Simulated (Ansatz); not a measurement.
**C₃H₇FGe: relaxing the structure**

Aim: relax C₃H₇FGe from a cheap starting geometry.

Program: Ansatz 0.2.0, Gaussian basis. Level of theory: RKS PBE0-D4/def2-TZVP. These are calculated values, not measurements.

The runs, in order: relaxation at PBE-D4/def2-SVP; relaxation at PBE0-D4/def2-TZVP.

**1. The system as given**

12 atoms, charge 0, spin multiplicity 1.

Atoms are counted from 1 here; the program's logs count them from 0.

Bond lengths: F1–C2 1.340 Å, C2–C3 1.501 Å, C2–C4 1.520 Å, C2–H6 1.128 Å, C3–C4 1.480 Å, C3–H7 1.087 Å, C3–H8 1.183 Å, C4–Ge5 1.907 Å, C4–H9 1.156 Å, Ge5–H10 1.524 Å, Ge5–H11 1.563 Å, Ge5–H12 1.530 Å. Angles: F1–C2–C3 110.5°, F1–C2–C4 116.4°, F1–C2–H6 121.5°, C3–C2–C4 58.7°, C3–C2–H6 117.5°, C4–C2–H6 116.2°, C2–C3–C4 61.3°, C2–C3–H7 117.2°, C2–C3–H8 112.3°, C4–C3–H7 120.5°, C4–C3–H8 111.9°, H7–C3–H8 119.9°, C2–C4–C3 60.0°, C2–C4–Ge5 117.5°, C2–C4–H9 109.4°, C3–C4–Ge5 119.7°, C3–C4–H9 110.2°, Ge5–C4–H9 123.4° and more.

The start is a force-field geometry with small random shifts, so a cheaper pass at PBE-D4/def2-SVP comes first.

**2. Relaxation at PBE-D4/def2-SVP (cheap first pass)**

File in.yaml:

```yaml
crystal:
  periodic: [false, false, false]
  atoms:
    - {symbol: F, position_ang: [-1.926500, 0.622000, 1.525500]}
    - {symbol: C, position_ang: [-0.702600, 0.612200, 0.981100]}
    - {symbol: C, position_ang: [-0.067300, -0.738300, 1.141400]}
    - {symbol: C, position_ang: [-0.499100, -0.311600, -0.208300]}
    - {symbol: Ge, position_ang: [0.808100, 0.193500, -1.501900]}
    - {symbol: H, position_ang: [-0.027700, 1.514300, 1.031800]}
    - {symbol: H, position_ang: [-0.630500, -1.489600, 1.688600]}
    - {symbol: H, position_ang: [1.106600, -0.670100, 1.272200]}
    - {symbol: H, position_ang: [-1.504600, -0.811900, -0.481500]}
    - {symbol: H, position_ang: [1.332100, -1.059800, -2.192500]}
    - {symbol: H, position_ang: [1.970000, 0.891700, -0.722800]}
    - {symbol: H, position_ang: [0.218600, 1.192500, -2.499700]}
basis:
  gaussian: {orbitals: def2-SVP}
hamiltonian: {xc: pbe, dispersion: d4}
relax: {f_tol: 0.03, max_steps: 200}
```

Started as:

```
$ ansatz run in.yaml --threads 4 --pin off --events-out ev --progress --plain --max-ram 10444MiB
```

What it wrote (excerpt; [...] marks lines left out):

```text
Functional definition: PBE
  name "PBE"
  cite "Perdew, Burke & Ernzerhof, Phys. Rev. Lett. 77, 3865 (1996) doi:10.1103/PhysRevLett.77.3865"
  parent pbe
[...]
1379 factors; their error is unknown
[...]
mean field -62431.31082424 eV, -2294.3083553285 hartree, gradient 3.1e-5 eV, S^2 0.000000; 0 other end points of the search recorded, 0 dependent functions left out
[...]
reference -62431.31085946 eV, -2294.3083566228 hartree; 33, 33 occupied and 90, 90 virtual orbitals, 1379 factors
relax step   1: F+E_penalty+E_count = -62431.54809233 eV  Δ(F+E_penalty+E_count) = +0.000e0 eV  max|allowed force component| = 3.746e0 eV/Å  Δτ_max = 0.0000 Å  (30 SCF iters, accepted)
[...]
relax step   5: F+E_penalty+E_count = -62432.00912492 eV  Δ(F+E_penalty+E_count) = -3.387e-4 eV  max|allowed force component| = 8.072e-2 eV/Å  Δτ_max = 0.0415 Å  (30 SCF iters, accepted)
[...]
relax step   6: F+E_penalty+E_count = -62432.01005587 eV  Δ(F+E_penalty+E_count) = -9.310e-4 eV  max|allowed force component| = 2.821e-2 eV/Å  Δτ_max = 0.0226 Å  (31 SCF iters, accepted)
1379 factors; their error is unknown
[...]
mean field -62431.77863052 eV, -2294.3255468922 hartree, gradient 3.8e-5 eV, S^2 0.000000; 1 other end points of the search recorded, 0 dependent functions left out
[...]
reference -62431.77866686 eV, -2294.3255482276 hartree; 33, 33 occupied and 90, 90 virtual orbitals, 1379 factors
Total energy: -62432.01009221 eV, -2294.3340529524 hartree
Atom 0 at    -1.975013     0.727306     1.494643 Å, force     0.006467    -0.000446     0.003090 eV/Å
Atom 1 at    -0.690261     0.580945     1.037077 Å, force    -0.011529    -0.007890     0.000425 eV/Å
Atom 2 at    -0.027749    -0.748369     1.212866 Å, force    -0.022674    -0.000684     0.000625 eV/Å
Atom 3 at    -0.471592    -0.281933    -0.175736 Å, force    -0.006118     0.004557     0.028210 eV/Å
Atom 4 at     0.814793     0.206166    -1.559791 Å, force     0.023829     0.019887    -0.022048 eV/Å
Atom 5 at    -0.106308     1.509551     1.173631 Å, force     0.000473     0.002019    -0.005093 eV/Å
Atom 6 at    -0.633857    -1.536824     1.686476 Å, force     0.007343     0.002275     0.004708 eV/Å
Atom 7 at     1.045644    -0.778507     1.462999 Å, force     0.002210    -0.005647    -0.003065 eV/Å
Atom 8 at    -1.393958    -0.761136    -0.544972 Å, force    -0.010028    -0.007417     0.005963 eV/Å
Atom 9 at     1.350640    -1.062232    -2.274840 Å, force     0.005753    -0.000150    -0.006055 eV/Å
Atom 10 at     2.000146     0.939426    -0.873038 Å, force    -0.000312    -0.003312    -0.004401 eV/Å
Atom 11 at     0.164615     1.150509    -2.605414 Å, force     0.004586    -0.003192    -0.002359 eV/Å
Dipole moment:     0.182006    -0.095299    -0.025751 e Å
```

It took 10 s on 4 threads of Arm Neoverse V1, shared host.

Along the way:

```
step  energy from step 1 (eV)  largest force component (eV/Å)
   1                   0.0000                          3.7459
   2                  -0.3960                          1.0084
   3                  -0.4540                          0.3935
   4                  -0.4607                          0.1100
   5                  -0.4610                          0.0807
   6                  -0.4620                          0.0282
```

Close pairs (by a distance rule), those that changed most:

```
   bond  before (Å)  after (Å)  change (Å)
  C3–H8       1.183      1.103      -0.081
  C4–H9       1.156      1.103      -0.053
  C3–C4       1.480      1.531      +0.051
 C4–Ge5       1.907      1.952      +0.044
  F1–C2       1.340      1.372      +0.032
Ge5–H10       1.524      1.552      +0.028
  C2–H6       1.128      1.105      -0.022
Ge5–H12       1.530      1.552      +0.022
```

**3. Geometry optimisation, PBE0-D4/def2-TZVP**

File in.yaml:

```yaml
crystal:
  periodic: [false, false, false]
  atoms:
    - {symbol: F, position_ang: [-1.975013, 0.727306, 1.494643]}
    - {symbol: C, position_ang: [-0.690261, 0.580945, 1.037077]}
    - {symbol: C, position_ang: [-0.027749, -0.748369, 1.212866]}
    - {symbol: C, position_ang: [-0.471592, -0.281933, -0.175736]}
    - {symbol: Ge, position_ang: [0.814793, 0.206166, -1.559791]}
    - {symbol: H, position_ang: [-0.106308, 1.509551, 1.173631]}
    - {symbol: H, position_ang: [-0.633857, -1.536824, 1.686476]}
    - {symbol: H, position_ang: [1.045644, -0.778507, 1.462999]}
    - {symbol: H, position_ang: [-1.393958, -0.761136, -0.544972]}
    - {symbol: H, position_ang: [1.350640, -1.062232, -2.274840]}
    - {symbol: H, position_ang: [2.000146, 0.939426, -0.873038]}
    - {symbol: H, position_ang: [0.164615, 1.150509, -2.605414]}
basis:
  gaussian: {orbitals: def2-TZVP}
hamiltonian: {xc: pbe0, dispersion: d4}
relax: {f_tol: 0.005, max_steps: 150}
```

Launched as before.

What it wrote (excerpt; [...] marks lines left out):

```text
Functional definition: PBE0
  name "PBE0"
  cite "Adamo & Barone, J. Chem. Phys. 110, 6158 (1999) doi:10.1063/1.478522"
  cite "Perdew, Burke & Ernzerhof, Phys. Rev. Lett. 77, 3865 (1996) doi:10.1103/PhysRevLett.77.3865"
  parent pbe
[...]
1405 factors; their error is unknown
[...]
mean field -62447.70355374 eV, -2294.9107770260 hartree, gradient 1.1e-5 eV, S^2 0.000000; 0 other end points of the search recorded, 0 dependent functions left out
[...]
reference -62447.70358521 eV, -2294.9107781827 hartree; 33, 33 occupied and 181, 181 virtual orbitals, 1405 factors
relax step   1: F+E_penalty+E_count = -62447.89847315 eV  Δ(F+E_penalty+E_count) = +0.000e0 eV  max|allowed force component| = 6.010e-1 eV/Å  Δτ_max = 0.0000 Å  (29 SCF iters, accepted)
[...]
Atom 2 at    -0.028682    -0.742372     1.201396 Å, force     0.001193    -0.000077    -0.001156 eV/Å
Atom 3 at    -0.474378    -0.279824    -0.175094 Å, force    -0.002525    -0.002255    -0.001194 eV/Å
Atom 4 at     0.808609     0.205800    -1.545147 Å, force    -0.000502    -0.000216     0.000952 eV/Å
Atom 5 at    -0.110690     1.490836     1.157300 Å, force    -0.001832    -0.000751     0.000146 eV/Å
Atom 6 at    -0.625775    -1.513645     1.672094 Å, force     0.000369    -0.000695     0.000273 eV/Å
Atom 7 at     1.028887    -0.774759     1.437295 Å, force    -0.000486     0.000231     0.000348 eV/Å
Atom 8 at    -1.383752    -0.753890    -0.529790 Å, force     0.000414     0.000637    -0.000953 eV/Å
Atom 9 at     1.343414    -1.051447    -2.251128 Å, force     0.000209    -0.000328     0.000180 eV/Å
Atom 10 at     1.980910     0.933129    -0.860755 Å, force     0.000163     0.000188    -0.000107 eV/Å
Atom 11 at     0.169205     1.139273    -2.586369 Å, force    -0.000333     0.000151     0.000339 eV/Å
Dipole moment:     0.223592    -0.109924    -0.054403 e Å
```

Wall time 28 s (4 threads of Arm Neoverse V1, shared host); peak memory 0.62 GiB.

Step by step:

```
step  energy from step 1 (eV)  largest force component (eV/Å)
   1                   0.0000                          0.6010
   2                  -0.0390                          0.1619
   3                  -0.0429                          0.0349
   4                  -0.0430                          0.0170
   5                  -0.0430                          0.0053
   6                  -0.0430                          0.0031
```

Distances of close pairs at the start and the end, largest changes first:

```
   bond  before (Å)  after (Å)  change (Å)
  C2–H6       1.105      1.085      -0.020
  C3–H8       1.103      1.084      -0.019
  C3–H7       1.102      1.083      -0.018
  C4–H9       1.103      1.085      -0.018
  C2–C4       1.504      1.488      -0.017
  C2–C3       1.496      1.479      -0.017
Ge5–H12       1.552      1.538      -0.014
Ge5–H11       1.554      1.540      -0.014
```

Mulliken charges at the end point, from the run's report:

```
atom  value (e)
  F1      -0.21
  C2       0.10
  C3      -0.23
  C4      -0.24
 Ge5       0.07
  H6       0.11
  H7       0.13
  H8       0.13
  H9       0.14
 H10       0.00
 H11       0.00
 H12       0.00
```

**4. Summary of results**

| quantity | value |
| --- | --- |
| point group | C1 |
| steps | 6 + 6 |
| shift from the start (rms) | 0.112 Å |
| total energy | -62447.9415 eV |
| dispersion term | -196 meV |
| dipole moment | 1.22 D |

**Reading.** The relaxed geometry lies 0.11 Å (rms) from the start; the bond that changed most is C3–H8, from 1.183 to 1.084 Å. No vibrations were run, so it is not proven to be a minimum. The largest Mulliken charge, -0.24 e, sits on C4.
